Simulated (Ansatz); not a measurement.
# MnPt (P4/mmm): magnetic orders compared

The task here is to estimate one member of a computed series from the others.

Program: Ansatz 0.2.0. Level of theory: DFT LDA, scalar-relativistic, plane waves, PAW. These are calculated values, not measurements.

## The starting structure

Symmetry: P4/mmm, No. 123, tetragonal system. The conventional cell has a = 2.762 Å, b = 2.762 Å, c = 3.566 Å, α = 90.00°, β = 90.00°, γ = 90.00°. Around Mn (site symmetry 4/mmm) lie 8 Pt at 2.64 Å and 4 Mn at 2.76 Å. Around Pt (site symmetry 4/mmm) lie 8 Mn at 2.64 Å and 4 Pt at 2.76 Å.

As a file:

```cif
data_structure
_symmetry_space_group_name_H-M 'P 1'
_symmetry_Int_Tables_number 1
_cell_length_a 2.7618
_cell_length_b 2.7618
_cell_length_c 3.5662
_cell_angle_alpha 90.000
_cell_angle_beta 90.000
_cell_angle_gamma 90.000
_cell_volume 27.20
loop_
_atom_site_label
_atom_site_type_symbol
_atom_site_fract_x
_atom_site_fract_y
_atom_site_fract_z
_atom_site_occupancy
Mn1 Mn 0.00000 0.00000 0.00000 1
Pt1 Pt 0.50000 0.50000 0.50000 1
```

This cell comes from an earlier session at LDA: 13.601 Å³/atom at 0.00 GPa, on a 16×16×12 mesh.

The first run:

input.yaml reads:

```yaml
crystal:
  lattice:
    - [2.7618001113, 2.7618001113, 0.0]
    - [-2.7618001113, 2.7618001113, 0.0]
    - [0.0, 0.0, 3.5661764729]
  atoms:
    - { symbol: Mn, position: [0.0, 0.0, 0.0], spin: 3.5 }
    - { symbol: Pt, position: [0.5, 0.0, 0.5] }
    - { symbol: Mn, position: [0.5, 0.5, 0.0], spin: 3.5 }
    - { symbol: Pt, position: [1.0, 0.5, 0.5] }
basis:
  ecutwfc: 420
  ecutrho_ratio: 4
kpoints:
  mp_grid: { grid: [10, 10, 10] }
hamiltonian:
  xc: lda
scf:
  occupations: { method: gaussian, width: 0.05 }
  lower_state_search: "off"
output:
  forces: true
  stress: true
  eigenvalues: true
  populations: true
magnetization:
  spin_polarized: true
```

Command:

```
> ansatz run input.yaml --threads 2 --pin off --max-ram 5120MiB --backend cpu --events-out ev --progress --plain --runs-dir out
```

Steps of the session up to this table: Ferromagnetic, larger cell; Antiferromagnetic, propagation vector (1/2, 1/2, 0); Antiferromagnetic, propagation vector (1/2, 1/2, 1/2); Antiferromagnetic, propagation vector (0, 0, 1/2); Antiferromagnetic, propagation vector (0, 1/2, 0); Antiferromagnetic, propagation vector (0, 1/2, 1/2); No spin polarisation.

One of the session's tables, all rows but one given; the rest of the session is left out.

| order | above the lowest (meV/atom) | largest moment (μB) | pressure (GPa) |
| --- | --- | --- | --- |
| ferromagnetic | 200.8 | 3.23 | 0.0 |
| antiferromagnetic, propagation vector (1/2, 1/2, 0) | 0.0 | 3.38 | -1.3 |
| antiferromagnetic, propagation vector (1/2, 1/2, 1/2) | 33.3 | 3.26 | -2.8 |
| antiferromagnetic, propagation vector (0, 0, 1/2) | 162.1 | 3.29 | 0.2 |
| antiferromagnetic, propagation vector (0, 1/2, 0) | 65.7 | 3.33 | -1.1 |
| antiferromagnetic, propagation vector (0, 1/2, 1/2) | ? | ? | ? |
| no spin polarisation | 383.3 | 0.00 | -22.2 |

Estimate the missing values for antiferromagnetic, propagation vector (0, 1/2, 1/2).

The run gave: above the lowest (meV/atom): 157.2; largest moment (μB): 3.24; pressure (GPa): -0.9. In the column «above the lowest (meV/atom)» it lies between antiferromagnetic, propagation vector (0, 1/2, 0) (65.7) and antiferromagnetic, propagation vector (0, 0, 1/2) (162.1).

The first row is the run of the earlier session that started with parallel moments (-8043.2157 eV/atom).

To keep in mind: Only these orders were tried, at zero temperature; the one found in experiment may not be among them.
